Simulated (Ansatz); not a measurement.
Run this with the Python package of Ansatz (0.2.0) and show what comes out.

The script, `restart.py`:
```python
"""Start a denser mesh for Ba from a saved density."""

import warnings

import ansatz as az


def main() -> None:
    warnings.simplefilter("ignore", az.DeckWarning)

    xtal = (
        az.Lattice.of((-4.131195, 4.131195, 3.836771), (4.131195, -4.131195, 3.836771), (4.131195, 4.131195, -3.836771))
        .atom("Ba", (0.818142, 0.681858, 0.5))
        .atom("Ba", (0.181858, 0.318142, 0.5))
        .atom("Ba", (0.318142, 0.818142, 0.136284))
        .atom("Ba", (0.681858, 0.181858, 0.863716))
    )

    model = xtal.calculation()
    model = model.functional("pbesol").basis(470)
    model = model.occupations("Methfessel-Paxton", width=0.05)
    coarse = model.kpoints(*(2, 2, 2)).checkpoint(write="ba.run").run().report
    warm = model.kpoints(*(4, 4, 4)).checkpoint(read="ba.run").run().report
    cold = model.kpoints(*(4, 4, 4)).run().report
    for label, report in (("coarse", coarse), ("fine, from the saved density", warm), ("fine, fresh start", cold)):
        print(f"{label:30s} F = {report['free_energy_ev']:.5f} eV  iterations {report['n_iterations']}")


if __name__ == "__main__":
    main()
```

```console
$ python restart.py
coarse                         F = -23449.82120 eV  iterations 8
fine, from the saved density   F = -23449.80188 eV  iterations 6
fine, fresh start              F = -23449.80188 eV  iterations 7
```

Reading the output:
- Total energies depend on the potentials; only differences at equal settings carry meaning. A total without «per atom» is that of the cell as typed.
- For a metal this k-point mesh is coarse: on a finer one energies can move by several to tens of meV an atom and pressures by half a GPa or more, differences at one mesh by less.
- This isn't the structure that Ba takes at ambient conditions.
- The whole script took 24 s on 1 thread of Arm Neoverse N1, on a shared host, peak memory 0.51 GiB.

(Lines on the test bed's own set-up are left out of the output.)
